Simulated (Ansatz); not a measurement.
# H₂SeO (SMILES O[SeH]): energies and forces away from the minimum

How good are functionals off equilibrium? 4 randomly displaced structures are computed with CCSD(T) and cheaper methods.

Program: Ansatz 0.2.0, Gaussian basis. Level of theory: single points with forces in def2-TZVPP. These are calculated values, not measurements.

Levels: PBE-D4, r2SCAN-D4, PBE0-D4, wB97M-V, Hartree-Fock, MP2, CCSD, CCSD(T). Each coordinate is moved by a Gaussian draw of the width named (0.7 of it for atoms other than hydrogen): 0.09, 0.06, 0.09, 0.09 Å.

Cores are frozen in the correlated methods. Filled d shells of the heavier atoms are correlated.

11 further runs of the same task are left out: 11 set aside as unsound or not needed.

### 1 The starting structure

The minimum, relaxed at PBE0-D4: 4 atoms, charge 0, spin multiplicity 1.

Atoms are counted from 1 here; the program's logs count them from 0.

Bond lengths: O1–Se2 1.800 Å, O1–H3 0.962 Å, Se2–H4 1.478 Å. Angles: Se2–O1–H3 106.6°, O1–Se2–H4 96.8°.

As a file:

```
O    -0.2850   -0.5375    0.7633
Se    0.4532    0.9154   -0.0004
H     0.2187   -1.2965    0.4534
H    -0.3869    0.9186   -1.2162
```

Energies of the minimum (eV), from earlier single points: PBE-D4 -67417.58624, r2SCAN-D4 -67428.10619, PBE0-D4 -67419.55078, B3LYP-D4 -67430.59327, wB97M-V -67425.07345, CCSD(T) -67386.97578.

### 2 Structure 1, width 0.09 Å

File ccsdt-tzvpp/in.yaml:

```yaml
crystal:
  periodic: [false, false, false]
  atoms:
    - {symbol: O, position_ang: [-0.151822, -0.478461, 0.696227]}
    - {symbol: Se, position_ang: [0.452086, 1.005408, -0.055802]}
    - {symbol: H, position_ang: [0.160128, -1.312394, 0.481133]}
    - {symbol: H, position_ang: [-0.361504, 0.740487, -1.040272]}
basis:
  gaussian: {orbitals: def2-TZVPP}
correlation: {method: ccsd_t}
output: {forces: true}
```

The command line of these runs was not kept.

Log, shortened:

```text
Functional definition: HF
  name "HF"
  cite "Fock, Z. Phys. 61, 126 (1930) doi:10.1007/BF01340294"
  parent pbe
[...]
685 factors; integrals over basis functions are off by at most 7.1e-4 eV
[...]
mean field -67371.38783436 eV, -2475.8528369458 hartree, gradient 2.5e-6 eV, S^2 0.000000; 0 other end points of the search recorded, 0 dependent functions left out
10 core orbitals not correlated: weight in the atoms' cores, before any rotation towards them, 1.000 or more for the frozen orbitals, at most 0.000 for the correlated occupied ones
reference -67371.38783436 eV, -2475.8528369458 hartree; 12, 12 occupied and 85, 85 virtual orbitals, 685 factors
second order -14.07500444 eV of doubles, -0.00000000 eV of singles
cycle   1  -13.97547851 eV  change    1.0e-1 eV  update   7.6e-2
[...]
cycle  12  -14.37247610 eV  change    3.2e-6 eV  update   2.6e-6
perturbative correction -0.49283584 eV, -0.0181113831 hartree
[...]
Total energy: -67386.25314630 eV, -2476.3991270836 hartree
Atom 0 at    -0.151822    -0.478461     0.696227 Å, force    -1.945347     1.529992     2.433280 eV/Å
Atom 1 at     0.452086     1.005408    -0.055802 Å, force     3.363618     0.621343     3.192878 eV/Å
Atom 2 at     0.160128    -1.312394     0.481133 Å, force     1.665819    -1.885797    -1.227368 eV/Å
Atom 3 at    -0.361504     0.740487    -1.040272 Å, force    -3.084091    -0.265537    -4.398790 eV/Å
Dipole moment:     0.099596    -0.127143    -0.266412 e Å
```

It took 29 s on 2 threads, shared host; peak memory 0.57 GiB.

The other levels were run on the same coordinates; their logs were not kept, and their results stand in the tables.

| method | RMS force component (eV/Å) | RMS error against CCSD(T) (eV/Å) | angle to CCSD(T) forces (°) | dipole (D) |
| --- | --- | --- | --- | --- |
| PBE-D4 | 2.691 | 0.322 | 4.2 | 1.44 |
| r2SCAN-D4 | 2.501 | 0.083 | 0.9 | 1.48 |
| PBE0-D4 | 2.484 | 0.126 | 2.6 | 1.49 |
| wB97M-V | 2.436 | 0.079 | 1.9 | 1.51 |
| CCSD(T) | 2.427 | reference | reference | 1.50 |

### 3 Structure 2, width 0.06 Å

File ccsdt-tzvpp/in.yaml:

```yaml
crystal:
  periodic: [false, false, false]
  atoms:
    - {symbol: O, position_ang: [-0.255270, -0.541004, 0.760782]}
    - {symbol: Se, position_ang: [0.432395, 0.892920, -0.036803]}
    - {symbol: H, position_ang: [0.189933, -1.262016, 0.407244]}
    - {symbol: H, position_ang: [-0.431244, 0.945972, -1.256153]}
basis:
  gaussian: {orbitals: def2-TZVPP}
correlation: {method: ccsd_t}
output: {forces: true}
```

Log, shortened:

```text
[... 4 set-up lines as earlier in the session ...]
[...]
682 factors; integrals over basis functions are off by at most 9.4e-4 eV
[...]
mean field -67371.95283127 eV, -2475.8736001992 hartree, gradient 3.1e-6 eV, S^2 0.000000; 0 other end points of the search recorded, 0 dependent functions left out
10 core orbitals not correlated: weight in the atoms' cores, before any rotation towards them, 1.000 or more for the frozen orbitals, at most 0.000 for the correlated occupied ones
reference -67371.95283127 eV, -2475.8736001992 hartree; 12, 12 occupied and 85, 85 virtual orbitals, 682 factors
second order -14.12982048 eV of doubles, -0.00000000 eV of singles
cycle   1  -14.01138663 eV  change    1.2e-1 eV  update   8.0e-2
[...]
cycle  12  -14.43334874 eV  change    6.7e-7 eV  update   2.2e-6
perturbative correction -0.51433995 eV, -0.0189016445 hartree
[...]
Total energy: -67386.90051996 eV, -2476.4229176268 hartree
Atom 0 at    -0.255270    -0.541004     0.760782 Å, force    -1.557980     1.505687     1.095957 eV/Å
Atom 1 at     0.432395     0.892920    -0.036803 Å, force     0.170763     0.738573    -0.592037 eV/Å
Atom 2 at     0.189933    -1.262016     0.407244 Å, force     1.223412    -2.087143    -0.934768 eV/Å
Atom 3 at    -0.431244     0.945972    -1.256153 Å, force     0.163805    -0.157117     0.430848 eV/Å
Dipole moment:     0.128408    -0.120864    -0.272714 e Å
```

Wall time 29 s (2 threads, shared host); peak memory 0.57 GiB.

| method | RMS force component (eV/Å) | RMS error against CCSD(T) (eV/Å) | angle to CCSD(T) forces (°) | dipole (D) |
| --- | --- | --- | --- | --- |
| PBE-D4 | 1.289 | 0.313 | 11.0 | 1.49 |
| r2SCAN-D4 | 1.093 | 0.076 | 3.9 | 1.54 |
| PBE0-D4 | 1.030 | 0.113 | 5.7 | 1.56 |
| wB97M-V | 1.044 | 0.076 | 3.8 | 1.58 |
| CCSD(T) | 1.072 | reference | reference | 1.56 |

### 4 Structure 3, width 0.09 Å

File ccsdt-tzvpp/in.yaml:

```yaml
crystal:
  periodic: [false, false, false]
  atoms:
    - {symbol: O, position_ang: [-0.155877, -0.573944, 0.787806]}
    - {symbol: Se, position_ang: [0.504683, 0.875976, 0.027176]}
    - {symbol: H, position_ang: [0.415881, -1.257017, 0.418444]}
    - {symbol: H, position_ang: [-0.390629, 0.874852, -1.299971]}
basis:
  gaussian: {orbitals: def2-TZVPP}
correlation: {method: ccsd_t}
output: {forces: true}
```

Log, shortened:

```text
[... 4 set-up lines as earlier in the session ...]
[...]
685 factors; integrals over basis functions are off by at most 1.0e-3 eV
[...]
mean field -67371.74093408 eV, -2475.8658131212 hartree, gradient 1.8e-6 eV, S^2 0.000000; 0 other end points of the search recorded, 0 dependent functions left out
10 core orbitals not correlated: weight in the atoms' cores, before any rotation towards them, 1.000 or more for the frozen orbitals, at most 0.000 for the correlated occupied ones
reference -67371.74093408 eV, -2475.8658131212 hartree; 12, 12 occupied and 85, 85 virtual orbitals, 685 factors
second order -14.21431332 eV of doubles, -0.00000000 eV of singles
cycle   1  -14.07295513 eV  change    1.4e-1 eV  update   8.4e-2
[...]
cycle  12  -14.51854985 eV  change    2.2e-7 eV  update   2.7e-6
perturbative correction -0.53013131 eV, -0.0194819662 hartree
[...]
Total energy: -67386.78961524 eV, -2476.4188419534 hartree
Atom 0 at    -0.155877    -0.573944     0.787806 Å, force    -0.015346    -0.962651     0.103893 eV/Å
Atom 1 at     0.504683     0.875976     0.027176 Å, force    -0.740716     1.236925    -2.026349 eV/Å
Atom 2 at     0.415881    -1.257017     0.418444 Å, force    -0.310756    -0.244958     0.298499 eV/Å
Atom 3 at    -0.390629     0.874852    -1.299971 Å, force     1.066817    -0.029317     1.623957 eV/Å
Dipole moment:     0.169865    -0.123757    -0.241756 e Å
```

Run time: 29 s. Hardware: 2 threads, shared host; peak memory 0.57 GiB.

| method | RMS force component (eV/Å) | RMS error against CCSD(T) (eV/Å) | angle to CCSD(T) forces (°) | dipole (D) |
| --- | --- | --- | --- | --- |
| PBE-D4 | 0.921 | 0.309 | 18.7 | 1.48 |
| r2SCAN-D4 | 0.916 | 0.066 | 2.8 | 1.52 |
| PBE0-D4 | 0.901 | 0.110 | 5.6 | 1.55 |
| wB97M-V | 0.957 | 0.083 | 4.9 | 1.56 |
| CCSD(T) | 0.964 | reference | reference | 1.54 |

### 5 Structure 4, width 0.09 Å

File ccsdt-tzvpp/in.yaml:

```yaml
crystal:
  periodic: [false, false, false]
  atoms:
    - {symbol: O, position_ang: [-0.280867, -0.415123, 0.727818]}
    - {symbol: Se, position_ang: [0.483583, 0.984417, 0.090606]}
    - {symbol: H, position_ang: [0.248716, -1.265166, 0.514645]}
    - {symbol: H, position_ang: [-0.452288, 0.944885, -1.080216]}
basis:
  gaussian: {orbitals: def2-TZVPP}
correlation: {method: ccsd_t}
output: {forces: true}
```

Log, shortened:

```text
[... 4 set-up lines as earlier in the session ...]
[...]
684 factors; integrals over basis functions are off by at most 9.6e-4 eV
[...]
mean field -67371.68756308 eV, -2475.8638517733 hartree, gradient 2.1e-6 eV, S^2 0.000000; 0 other end points of the search recorded, 0 dependent functions left out
10 core orbitals not correlated: weight in the atoms' cores, before any rotation towards them, 1.000 or more for the frozen orbitals, at most 0.000 for the correlated occupied ones
reference -67371.68756308 eV, -2475.8638517733 hartree; 12, 12 occupied and 85, 85 virtual orbitals, 684 factors
second order -14.19023368 eV of doubles, -0.00000000 eV of singles
cycle   1  -14.05493188 eV  change    1.4e-1 eV  update   8.0e-2
[...]
cycle  12  -14.48542721 eV  change    2.3e-6 eV  update   2.7e-6
perturbative correction -0.51465038 eV, -0.0189130525 hartree
[...]
Total energy: -67386.68764067 eV, -2476.4150944571 hartree
Atom 0 at    -0.280867    -0.415123     0.727818 Å, force     0.249769    -4.541345     1.124552 eV/Å
Atom 1 at     0.483583     0.984417     0.090606 Å, force     0.355961     1.693362    -1.720426 eV/Å
Atom 2 at     0.248716    -1.265166     0.514645 Å, force    -1.248403     2.321143     0.420339 eV/Å
Atom 3 at    -0.452288     0.944885    -1.080216 Å, force     0.642672     0.526840     0.175535 eV/Å
Dipole moment:     0.163398    -0.178313    -0.191335 e Å
```

Run time: 29 s. Hardware: 2 threads, shared host; peak memory 0.57 GiB.

| method | RMS force component (eV/Å) | RMS error against CCSD(T) (eV/Å) | angle to CCSD(T) forces (°) | dipole (D) |
| --- | --- | --- | --- | --- |
| PBE-D4 | 1.679 | 0.314 | 10.5 | 1.45 |
| r2SCAN-D4 | 1.679 | 0.080 | 2.2 | 1.49 |
| PBE0-D4 | 1.664 | 0.120 | 3.5 | 1.50 |
| wB97M-V | 1.697 | 0.072 | 2.2 | 1.50 |
| CCSD(T) | 1.726 | reference | reference | 1.48 |

### 6 All structures together

Energy above the minimum (eV):

| structure | width (Å) | PBE-D4 | r2SCAN-D4 | PBE0-D4 | wB97M-V | Hartree-Fock | MP2 | CCSD | CCSD(T) |
| --- | --- | --- | --- | --- | --- | --- | --- | --- | --- |
| 1 | 0.09 | 0.830 | 0.755 | 0.728 | 0.699 | 0.580 | 0.699 | 0.693 | 0.723 |
| 2 | 0.06 | 0.098 | 0.077 | 0.067 | 0.072 | 0.015 | 0.079 | 0.067 | 0.075 |
| 3 | 0.09 | 0.144 | 0.169 | 0.170 | 0.191 | 0.227 | 0.207 | 0.194 | 0.186 |
| 4 | 0.09 | 0.283 | 0.282 | 0.266 | 0.271 | 0.280 | 0.284 | 0.280 | 0.288 |

Miss and cost, level by level (times from a shared host):

| method | mean energy error from CCSD(T) (eV) | mean time a point |
| --- | --- | --- |
| PBE-D4 | 0.044 | 0.85 s |
| r2SCAN-D4 | 0.014 | 1.8 s |
| PBE0-D4 | 0.013 | 1 s |
| wB97M-V | 0.012 | 3.9 s |
| Hartree-Fock | 0.063 | part of the CCSD(T) run |
| MP2 | 0.013 | part of the CCSD(T) run |
| CCSD | 0.013 | part of the CCSD(T) run |
| CCSD(T) | 0 | 29 s |

For cost: wB97M-V comes within 0.012 eV at 3.9 s a point, where CCSD(T) needs 29 s.

### 7 Summary of results

```
                         quantity                                                                                                      value
energy above the minimum, CCSD(T)                                                                              0.723, 0.075, 0.186, 0.288 eV
                mean energy error  PBE-D4 0.044, r2SCAN-D4 0.014, PBE0-D4 0.013, wB97M-V 0.012, Hartree-Fock 0.063, MP2 0.013, CCSD 0.013 eV
             mean RMS force error                                           PBE-D4 0.315, r2SCAN-D4 0.076, PBE0-D4 0.117, wB97M-V 0.077 eV/Å
            largest T1 diagnostic                                                                                                      0.011
```

In energy wB97M-V is nearest to CCSD(T) and Hartree-Fock farthest. For forces r2SCAN-D4 is best, off by 5 % of the typical force, and PBE-D4 worst (20 %); with few structures and a triple-zeta reference, gaps of a few points rank nothing.
